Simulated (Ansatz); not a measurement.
A first try at a run that restarts from a saved state of CdBr₂, space group R-3m, using the Python package of Ansatz (0.2.0).

`restart_cdbr2.py`:
```python
'''Start a denser mesh for CdBr2 from a saved density.'''

from dataclasses import dataclass

import ansatz as az
import numpy as np


@dataclass(frozen=True)
class RunConfig:
    functional: str = 'r2scan'
    cutoff_ev: int = 550
    k_density: float = 2.5
    filling: str = 'fermi_dirac'
    sigma: float = 0.02
    method: str = 'mp2'


cfg = RunConfig()

vectors = np.array([
    [1.975, 1.14027, 6.22333],
    [-1.975, 1.14027, 6.22333],
    [0.0, -2.28053, 6.22333],
])
structure = (
    az.Lattice.of(vectors)
    .atom('Cd', (0.0, 0.0, 0.0))
    .atom('Br', (0.25, 0.25, 0.25))
    .atom('Br', (0.75, 0.75, 0.75))
)

calc = (
    structure.calculation()
    .functional(cfg.functional)
    .basis(cfg.cutoff_ev)
    .kpoints(density=cfg.k_density)  # the mesh must be finer for metals
    .occupations(cfg.filling, width=cfg.sigma)  # fractional filling near the Fermi level
    .correlation(cfg.method)
)
coarse = calc.kpoints(*(3, 3, 3)).checkpoint(write='ground.run').run().report
warm = calc.kpoints(*(7, 7, 7)).checkpoint(read='ground.run').run().report
cold = calc.kpoints(*(7, 7, 7)).run().report
for label, report in (('coarse', coarse), ('fine, from the saved density', warm), ('fine, fresh start', cold)):
    print(f'{label:30s} F = {report["free_energy_ev"]:.5f} eV  iterations {report["n_iterations"]}')
```

```console
$ python restart_cdbr2.py
Traceback (most recent call last):
  File "restart_cdbr2.py", line 41, in <module>
    coarse = calc.kpoints(*(3, 3, 3)).checkpoint(write='ground.run').run().report
             ~~~~~~~~~~~~~~~~~~~~~~~~~~~~~~~~~~~~~~~~~~~~~~~~~~~~~~~~~~~^^
  ...
ansatz.RefusalError: invalid value for `correlation`: it needs basis.gaussian or hamiltonian.integrals
$ echo $?
1
```
(Library frames cut from the traceback.)

Find the fault and give the corrected script.

The fault: a wavefunction method is asked of a plane-wave crystal. Mended:

`restart_cdbr2.py`
```python
'''Start a denser mesh for CdBr2 from a saved density.'''

from dataclasses import dataclass

import ansatz as az
import numpy as np


@dataclass(frozen=True)
class RunConfig:
    functional: str = 'r2scan'
    cutoff_ev: int = 550
    filling: str = 'fermi_dirac'
    sigma: float = 0.02


cfg = RunConfig()

vectors = np.array([
    [1.975, 1.14027, 6.22333],
    [-1.975, 1.14027, 6.22333],
    [0.0, -2.28053, 6.22333],
])
structure = (
    az.Lattice.of(vectors)
    .atom('Cd', (0.0, 0.0, 0.0))
    .atom('Br', (0.25, 0.25, 0.25))
    .atom('Br', (0.75, 0.75, 0.75))
)

calc = (
    structure.calculation()
    .functional(cfg.functional)
    .basis(cfg.cutoff_ev)
    .occupations(cfg.filling, width=cfg.sigma)  # fractional filling near the Fermi level
)
coarse = calc.kpoints(*(3, 3, 3)).checkpoint(write='ground.run').run().report
warm = calc.kpoints(*(7, 7, 7)).checkpoint(read='ground.run').run().report
cold = calc.kpoints(*(7, 7, 7)).run().report
for label, report in (('coarse', coarse), ('fine, from the saved density', warm), ('fine, fresh start', cold)):
    print(f'{label:30s} F = {report["free_energy_ev"]:.5f} eV  iterations {report["n_iterations"]}')
```

After the fix:

```console
$ python restart_cdbr2.py
coarse                         F = -13856.99216 eV  iterations 6
fine, from the saved density   F = -13857.06704 eV  iterations 5
fine, fresh start              F = -13857.06704 eV  iterations 6
```

Reading the output:
- Absolute energies stand on the zero of these potentials, so only differences at equal settings mean something. A total without «per atom» is that of the cell as typed.
- Of the deposited cell: the entry's cell lengths or inner coordinates differ somewhat from later room-temperature determinations.
- The starting cell is as deposited in a crystallographic database; the results hold for this polymorph, which needn't be the stable one.
- The whole script took 19 s on 1 thread of Arm Neoverse V2, on a shared host, peak memory 0.63 GiB.

(Lines on the test bed's own set-up are left out of the output.)
